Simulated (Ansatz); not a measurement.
# CH9BGeSi: basis-set convergence

The task here is to estimate one member of a computed series from the others.

Method: one geometry, several basis sets; program: Ansatz 0.2.0, Gaussian basis.

Levels to be run: PBE0-D4/def2-SVP; ωB97M-V/def2-SVP; PBE0-D4/def2-QZVPP; ωB97M-V/def2-QZVPP; the functionals' def2-TZVPP values are taken from earlier runs.

## The relaxed structure

The geometry comes from an earlier relaxation with PBE0-D4 in a triple-zeta def2 set; it is a stationary point, not always the lowest conformer.

SMILES `[BH2][GeH2][SiH2]C`, 13 atoms, charge 0, spin multiplicity 1.

Atoms are counted from 1 here; the program's logs count them from 0.

Bond lengths: B1–Ge2 2.037 Å, B1–H5 1.195 Å, B1–H6 1.195 Å, Ge2–Si3 2.398 Å, Ge2–H7 1.542 Å, Ge2–H8 1.540 Å, Si3–C4 1.875 Å, Si3–H9 1.490 Å, Si3–H10 1.490 Å, C4–H11 1.092 Å, C4–H12 1.092 Å, C4–H13 1.092 Å. Angles: Ge2–B1–H5 120.6°, Ge2–B1–H6 120.8°, H5–B1–H6 118.4°, B1–Ge2–Si3 105.9°, B1–Ge2–H7 113.6°, B1–Ge2–H8 114.2°, Si3–Ge2–H7 106.6°, Si3–Ge2–H8 107.9°, H7–Ge2–H8 108.2°, Ge2–Si3–C4 111.2°, Ge2–Si3–H9 109.0°, Ge2–Si3–H10 108.3°, C4–Si3–H9 110.3°, C4–Si3–H10 110.4°, H9–Si3–H10 107.6°, Si3–C4–H11 111.0°, Si3–C4–H12 110.7°, Si3–C4–H13 110.7° and more.

Set-up of the first run:

in.yaml

```yaml
crystal:
  periodic: [false, false, false]
  atoms:
    - {symbol: B, position_ang: [-1.506775, 1.843756, -0.189044]}
    - {symbol: Ge, position_ang: [0.438807, 1.408170, -0.608869]}
    - {symbol: Si, position_ang: [0.956847, -0.567404, 0.648253]}
    - {symbol: C, position_ang: [-0.073748, -2.025214, 0.074730]}
    - {symbol: H, position_ang: [-2.392512, 1.309543, -0.788258]}
    - {symbol: H, position_ang: [-1.790033, 2.564505, 0.720772]}
    - {symbol: H, position_ang: [0.688381, 1.065160, -2.091460]}
    - {symbol: H, position_ang: [1.434930, 2.507132, -0.194574]}
    - {symbol: H, position_ang: [0.713755, -0.299887, 2.093624]}
    - {symbol: H, position_ang: [2.408134, -0.860724, 0.482806]}
    - {symbol: H, position_ang: [-1.138692, -1.832666, 0.221797]}
    - {symbol: H, position_ang: [0.091175, -2.220093, -0.987197]}
    - {symbol: H, position_ang: [0.190134, -2.926977, 0.632119]}
basis:
  gaussian: {orbitals: def2-SVP}
hamiltonian: {xc: pbe0, dispersion: d4}
output: {orbitals: {seedname: orbitals}}
```

Command:

```
ansatz run in.yaml --threads 4 --pin off --events-out ev --progress --plain --max-ram 10444MiB
```

Among the steps run: PBE0-D4 in def2-SVP; ωB97M-V in def2-SVP; PBE0-D4 in def2-QZVPP; ωB97M-V in def2-QZVPP.

One table of the session follows, with a row left open; its other results are not shown here.

It belongs to the step «Density functionals: the series». 

| functional | basis | HOMO (eV) | LUMO (eV) |
| --- | --- | --- | --- |
| PBE0-D4 | def2-SVP | -7.61 | -2.27 |
| PBE0-D4 | def2-TZVPP | -7.60 | -2.31 |
| PBE0-D4 | def2-QZVPP | -7.60 | -2.32 |
| ωB97M-V | def2-SVP | -9.58 | -0.29 |
| ωB97M-V | def2-TZVPP | ? | ? |
| ωB97M-V | def2-QZVPP | -9.59 | -0.47 |

**Question.** Estimate the row for ωB97M-V, def2-TZVPP.

**Answer.** HOMO (eV): -9.59; LUMO (eV): -0.43.
